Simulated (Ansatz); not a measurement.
# GaGe3 (Fm-3m) in Ansatz: reference runs

How does GaGe3 come out in PBEsol? The cell is run as given and disturbed.

Everything below comes from runs of Ansatz 0.2.0. Logs are shortened: lines on timing, memory, paths and dates and some standing lists are left out, and cuts for length are marked.

### Step 1. The structure

It takes space group Fm-3m (No. 225, cubic). Conventional cell: a = 6.774 Å, b = 6.774 Å, c = 6.774 Å, α = 90.00°, β = 90.00°, γ = 90.00°. Around Ge (site symmetry m-3m) lie 8 Ge at 2.93 Å. Ge (site symmetry -43m) has 4 Ge at 2.93 Å and 4 Ga at 2.93 Å as nearest neighbours. Ga (site symmetry m-3m) is surrounded by 8 Ge at 2.93 Å.

The cell comes from a database or a generator and needn't be the stable form of this composition.

### Step 2. Single point, PBEsol

input.yaml reads:

```yaml
crystal:
  lattice:
    - [0.0, 3.387167, 3.387167]
    - [3.387167, 0.0, 3.387167]
    - [3.387167, 3.387167, 0.0]
  atoms:
    - { symbol: Ge, position: [0.5, 0.5, 0.5] }
    - { symbol: Ge, position: [0.75, 0.75, 0.75] }
    - { symbol: Ge, position: [0.25, 0.25, 0.25] }
    - { symbol: Ga, position: [0.0, 0.0, 0.0] }
kpoints:
  mp_grid: { grid: [7, 7, 7] }
scf:
  occupations: { method: fermi_dirac, width: 0.05 }
hamiltonian:
  xc: pbesol
  pseudopotentials: { kind: all_electron, lapw: { basis_error: 0.001 } }
output:
  forces: true
  stress: true
  eigenvalues: true
  populations: true
```

Potentials or basis: all-electron LAPW, scalar-relativistic.

On the command line:

```
> ansatz run input.yaml --threads 2 --pin off --max-ram 8192MiB --backend cpu --events-out ev --progress --plain --runs-dir out
```

The log of the run:

```text
Warning: RAYON_NUM_THREADS=2 ignored (pool sized by the plan → 2); use --threads N
Ge: projections on atomic orbitals take those of the free atom 1s2 2s2 2p6 3s2 3p6 3d10 4s2 4p2, of charge +0.00 (hamiltonian.pseudopotentials.projection_atoms)
Ga: projections on atomic orbitals take those of the free atom 1s2 2s2 2p6 3s2 3p6 3d10 4s2 4p1, of charge +0.00 (hamiltonian.pseudopotentials.projection_atoms)
LAPW: plane waves up to 7.274 Å⁻¹, error target 1.0e-3 eV per atom; small_component_spin mean_spin; Ga in spheres of 1.477 Å, 21 of its electrons in bands, Dirac shells []; Ge in spheres of 1.457 Å, 22 of its electrons in bands, Dirac shells [] (how accurate: hamiltonian.pseudopotentials.lapw.basis_error, Limitations)
Engine: ansatz 0.2.0, x86_64-unknown-linux-gnu
Pseudopotentials: kind: all_electron
Pseudopotential: Ge, LAPW, valence charge 22, lapw/all_electron/scalar/gaussian/Ge, Koelling and Harmon's equation, gaussian nucleus
Pseudopotential: Ga, LAPW, valence charge 21, lapw/all_electron/scalar/gaussian/Ga, Koelling and Harmon's equation, gaussian nucleus
Functional definition: PBEsol
  exchange = pbesol_x
  correlation = pbesol_c
Crystal: 4 atoms, lattice volume = 77.721 Å³
Basis set: ecut = 201.58854392935777 eV, 531 PW (Γ), exchange–correlation at level 2
Bands: 53, of which v1, the nominal top of the filled ones, is band 44 counted from 1 (43 counted from 0)
Symmetry: 48 space group operations
Space group: Fm-3m (ITA 225), of the structure as read, at distance tolerance 4.3e-5 Å
k-points: 20 of 343
Non-local potential: Ge, projectors of the file, none
Non-local potential: Ga, projectors of the file, none
Initial density: superposition of atomic densities (chi_scale 0.1, normalization cell, long waves kept (reshape's long-wave potential 0.00 eV rms))
Initial wavefunctions: plane waves of lowest kinetic energy (no species holds an atomic orbital)
Functional: x = pbesol(κ = 0.804, μ = 0.12345679012345678), c = pbesol(β = 0.046)
iter 1 solved again at ethr=2.56e-5 eV; its pass at ethr=1.00e-1 eV (dr2=2.23e-2 eV) is discarded
SCF iter   1: F=—  HF=-224083.821472 eV  |F-HF|=—  |Δ(HF+E_count)|=         —  Δρ=6.31e-3  dr2=2.24e-2  ethr=2.56e-5  ⟨swp⟩=3.0  Hψ=7076  notcnv=0
preconditioner: auto → Resta (q_TF=auto, 2.780 Å⁻¹)  ε∞=3.1  [insulator: Δε(μ)=0.194 eV  Ē_g=21.767 eV  σ=0.050 eV  W_gap=0.75  n_scr=26 (ndim 8)  ℏωp=31.2 eV  f_vac=0.000  D(μ)=1.01/eV (n_scr^D=0)  ε∞_Penn≈3.1]
SCF iter   2: F=—  HF=-224083.751655 eV  |F-HF|=—  |Δ(HF+E_count)|=   6.98e-2  Δρ=3.08e-3  dr2=4.57e-3  ethr=2.56e-5  ⟨swp⟩=2.0  Hψ=3237  notcnv=0
SCF iter   3: F=—  HF=-224083.741660 eV  |F-HF|=—  |Δ(HF+E_count)|=   9.99e-3  Δρ=1.85e-3  dr2=2.00e-3  ethr=5.25e-6  ⟨swp⟩=2.0  Hψ=3204  notcnv=0
SCF iter   4: F=—  HF=-224083.739533 eV  |F-HF|=—  |Δ(HF+E_count)|=   2.13e-3  Δρ=6.25e-4  dr2=2.45e-4  ethr=2.29e-6  ⟨swp⟩=2.0  Hψ=3204  notcnv=0
SCF iter   5: F=—  HF=-224083.739507 eV  |F-HF|=—  |Δ(HF+E_count)|=   2.56e-5  Δρ=3.69e-4  dr2=9.46e-5  ethr=2.82e-7  ⟨swp⟩=2.0  Hψ=3204  notcnv=0
iter 6 solved again at ethr=7.28e-9 eV; its pass at ethr=1.09e-7 eV (dr2=6.33e-6 eV) is discarded
SCF iter   6: F=—  HF=-224083.739533 eV  |F-HF|=—  |Δ(HF+E_count)|=   2.62e-5  Δρ=8.52e-5  dr2=6.33e-6  ethr=7.28e-9  ⟨swp⟩=2.0  Hψ=5368  notcnv=0
SCF iter   7: F=—  HF=-224083.739535 eV  |F-HF|=—  |Δ(HF+E_count)|=   1.43e-6  Δρ=1.28e-5  dr2=1.34e-7  ethr=7.27e-9  ⟨swp⟩=2.0  Hψ=3204  notcnv=0
SCF iter   8: F=-224083.739535 eV  HF=-224083.739535 eV  |F-HF|=1.57e-8  |Δ(HF+E_count)|=   7.25e-9  Δρ=3.51e-6  dr2=8.27e-9  ethr=1.54e-10  ⟨swp⟩=2.0  Hψ=3204  notcnv=0
SCF 1 converged in 8 iterations: F = -224083.739535 eV  dr2 = 8.27e-9
SCF converged after 8 iterations
Free energy (F): -224083.739535 eV
Harris-Foulkes:  -224083.739535 eV  (|F-HF|=1.57e-8)
Internal energy: -224083.730099 eV  (E = F + TS)
E sigma→0 (E₀):  -224083.734817 eV
Entropy (-TS):   -0.009436 eV (-2.359 meV/atom)
Fermi energy:    11.845865 eV
--- Per-component energies (eV) ---
  E_band       = -3752.347468
  E_kinetic    = 228685.076295
  E_xc         = -8400.191961
  E_electrostatic = -444368.614433  (all electrons and nuclei)
  E_smearing   = -0.009436  (= −TS)
  E_closure    = 0.000000  (closes the sum)
  E_atoms      = -224066.463186  (free atoms, spherical and without spin; not in F)
  Σ components = -224083.739535   (vs F -224083.739535, Δ=0.00e0)
  Basis errors (estimates in eV, not in F): energy 2.5e-4 per atom: plane waves 2.4e-4 (1.3e-4 summed), levels above the bands 1.6e-69, relativity 3.7e-9, radial functions 5.9e-6, core shells 1.7e-13; eigenvalues (radial functions only) 6.3e-6; not estimated: angular momenta, meshes, grids; target (lapw.basis_error) 1.0e-3; muffin-tin radii Ga 1.477 Å, Ge 1.457 Å
--- Forces (eV/Å), atoms counted from 1 ---
  atom   1  Ge    -0.00000000     0.00000000     0.00000000
  atom   2  Ge    -0.00000000    -0.00000000    -0.00000000
  atom   3  Ge     0.00000000     0.00000000    -0.00000000
  atom   4  Ga     0.00000000    -0.00000000    -0.00000000
  max |Σ_I F_I| component: 3.47e-18 eV/Å
--- Stress (GPa, compression-positive) ---
       -3.897379      -0.000000       0.000000
       -0.000000      -3.897379      -0.000000
        0.000000      -0.000000      -3.897379
  P = ⅓ Tr σ = -3.8974 GPa (-38.974 kbar)
--- Band table (eV; the first three rows and the last of 20) ---
  k-point 0: bands = ["-151.4976", "-151.4976", "-151.4849", "-131.3668", "-98.8071", "-98.8071", "-98.8071", "-98.8070", "-98.8070", "-98.8070", "-98.7945", "-98.7945", "-98.7945", "-82.2695", "-82.2695", "-82.2695", "-12.7924", "-12.7924", "-12.7863", "-12.7863", "-12.7863", "-12.7664", "-12.7664", "-12.7664", "-12.7269", "-12.7269", "-12.7173", "-12.7173", "-12.7050", "-12.7050", "-12.7050", "-2.8323", "-2.8323", "-2.8323", "-2.8075", "-2.8075", "-0.5951", "6.1326", "7.2560", "10.3251", "10.3251", "10.3251", "10.6086", "10.6086", "10.6086", "10.6952", "12.1528", "12.1528", "12.1528", "16.6082", "16.6082", "21.5976", "21.5976"]
  k-point 1: bands = ["-151.4976", "-151.4976", "-151.4849", "-131.3668", "-98.8071", "-98.8071", "-98.8071", "-98.8070", "-98.8070", "-98.8070", "-98.7945", "-98.7945", "-98.7945", "-82.2695", "-82.2695", "-82.2695", "-12.7900", "-12.7900", "-12.7899", "-12.7885", "-12.7885", "-12.7638", "-12.7638", "-12.7592", "-12.7296", "-12.7296", "-12.7184", "-12.7184", "-12.7086", "-12.7035", "-12.7035", "-2.8339", "-2.8311", "-2.8311", "-2.8078", "-2.8078", "-0.3998", "5.6759", "6.7345", "9.3764", "9.7200", "9.7200", "10.0075", "11.2155", "11.2155", "12.0433", "12.0433", "12.7377", "13.7685", "17.4775", "17.4775", "20.0719", "21.1067"]
  k-point 2: bands = ["-151.4976", "-151.4976", "-151.4849", "-131.3668", "-98.8070", "-98.8070", "-98.8070", "-98.8070", "-98.8070", "-98.8070", "-98.7945", "-98.7945", "-98.7945", "-82.2695", "-82.2695", "-82.2695", "-12.7956", "-12.7956", "-12.7910", "-12.7795", "-12.7795", "-12.7594", "-12.7594", "-12.7516", "-12.7369", "-12.7369", "-12.7210", "-12.7210", "-12.7153", "-12.7006", "-12.7006", "-2.8381", "-2.8289", "-2.8289", "-2.8084", "-2.8084", "0.1839", "4.2050", "6.2545", "8.3957", "9.3471", "9.3471", "10.6007", "10.6007", "10.8841", "13.2962", "13.2962", "15.3166", "16.3897", "17.5866", "19.3079", "19.3079", "19.6473"]
  k-point 19: bands = ["-151.4976", "-151.4976", "-151.4849", "-131.3668", "-98.8071", "-98.8071", "-98.8070", "-98.8070", "-98.8070", "-98.8070", "-98.7945", "-98.7945", "-98.7945", "-82.2695", "-82.2695", "-82.2695", "-12.8013", "-12.7943", "-12.7910", "-12.7737", "-12.7661", "-12.7612", "-12.7597", "-12.7509", "-12.7393", "-12.7392", "-12.7310", "-12.7263", "-12.7108", "-12.7040", "-12.6929", "-2.8382", "-2.8324", "-2.8211", "-2.8157", "-2.8078", "2.5971", "2.9708", "3.5394", "5.1273", "8.8851", "10.6767", "10.7797", "11.3164", "14.4200", "15.1190", "15.2011", "16.7501", "17.1498", "18.2610", "18.5082", "18.8111", "22.3674"]
--- Löwdin populations: 4 sites ---
  site symbol       q [e]
     0     Ge     31.9210
     1     Ge     31.9137
     2     Ge     31.9137
     3     Ga     31.1408
  spilling = 0.000873 (of n_electrons = 127.000000)
```

It took 8.7 s on 2 threads of Intel Xeon Platinum 8259CL at 2.50GHz (Skylake/Cascade Lake), shared host; peak memory 0.4 GiB.

Results:

| Quantity | Value |
| --- | --- |
| Free energy | -224083.7395 eV |
| Pressure | -3.9 GPa |
| Band gap on the k mesh | none (metal or under the smearing width) |
| Loewdin charges | Ge +0.08, +0.09; Ga -0.14 e |

### Step 3. Single point, PBEsol (atoms moved at random, drawn with an rms of 0.05 Å)

Edit input.yaml of step 2 so:

```diff
@@ -6,6 +6,6 @@
   atoms:
-    - { symbol: Ge, position: [0.5, 0.5, 0.5] }
-    - { symbol: Ge, position: [0.75, 0.75, 0.75] }
-    - { symbol: Ge, position: [0.25, 0.25, 0.25] }
-    - { symbol: Ga, position: [0.0, 0.0, 0.0] }
+    - { symbol: Ge, position: [0.507338, 0.501162, 0.494646] }
+    - { symbol: Ge, position: [0.759453, 0.751759, 0.746176] }
+    - { symbol: Ge, position: [0.249069, 0.255079, 0.251983] }
+    - { symbol: Ga, position: [0.009828, -0.017682, 0.010665] }
 kpoints:
```

Potentials or basis: all-electron LAPW, scalar-relativistic.

On the command line:

```
> ansatz run input.yaml --threads 2 --pin off --max-ram 8192MiB --backend cpu --events-out ev --progress --plain --runs-dir out
```

Wall time 1.7 min (2 threads of Intel Xeon Platinum 8259CL at 2.50GHz (Skylake/Cascade Lake), shared host); peak memory 1.1 GiB.

The run converged. Its results:

| Item | Value |
| --- | --- |
| Free energy | -224083.7318 eV |
| Pressure | -3.8 GPa |
| Largest force | 0.155 eV/Å |
| Band gap on the k mesh | none (metal or under the smearing width) |
| Loewdin charges | Ge +0.08, +0.09; Ga -0.14 e |

Forces on the atoms (eV/Å):
```
Ge   0.019  0.028 -0.026
Ge   0.008  0.018 -0.054
Ge  -0.073  0.062 -0.023
Ga   0.046 -0.108  0.102
```

Stress tensor (GPa, compression positive):
```
-3.83 -0.01  0.03
-0.01 -3.79 -0.08
 0.03 -0.08 -3.80
```

Levels at points of the mesh, in eV from the Fermi level:
```csv
k point,band 41,band 42,band 43,band 44,band 45,band 46
"(0.00, 0.00, 0.00)",-1.55,-1.54,-1.29,-1.25,-1.21,-1.08
```
